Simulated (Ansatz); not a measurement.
# Au: the cost of one run

Program: Ansatz 0.2.0. Level of theory: DFT PBE, scalar-relativistic, plane waves, PAW. These are calculated values, not measurements.

The COD cell was measured well above room temperature, so it is larger than a cold one.

## 1. Starting point

Symmetry: Fm-3m, No. 225, cubic system. The conventional cell has a = 4.091 Å, b = 4.091 Å, c = 4.091 Å, α = 90.00°, β = 90.00°, γ = 90.00°. Au (site symmetry m-3m) is surrounded by 12 Au at 2.89 Å.

As a file:

```xyz
2
Lattice="0.0000 -2.0455 -2.0455 0.0000 2.0455 -2.0455 4.0910 0.0000 0.0000" Properties=species:S:1:pos:R:3 pbc="T T T"
Au    2.0455    0.0000   -2.0455
Au    0.0000    0.0000    0.0000
```

No relaxation comes first: the listed cell is the starting point.

## 2. Zero of the scan

input.yaml reads:

```yaml
crystal:
  lattice:
    - [0.0, -2.0455, -2.0455]
    - [0.0, 2.0455, -2.0455]
    - [4.091, 0.0, 0.0]
  atoms:
    - { symbol: Au, position: [0.5, 0.5, 0.5] }
    - { symbol: Au, position: [0.0, 0.0, 0.0] }
basis:
  ecutwfc: 420
kpoints:
  mp_grid: { grid: [16, 16, 12] }
hamiltonian:
  xc: pbe
scf:
  occupations: { method: gaussian, width: 0.15 }
output:
  forces: true
  stress: true
  eigenvalues: true
```

Command:

```console
> ansatz run input.yaml --threads 2 --pin off --max-ram 5120MiB --backend cpu --events-out ev --progress --plain --runs-dir out
```

What time and memory should one allow on 2 threads of Intel Xeon 6975P-C (Granite Rapids), shared host?

About 3.1 s, with a peak of 0.5 GiB.
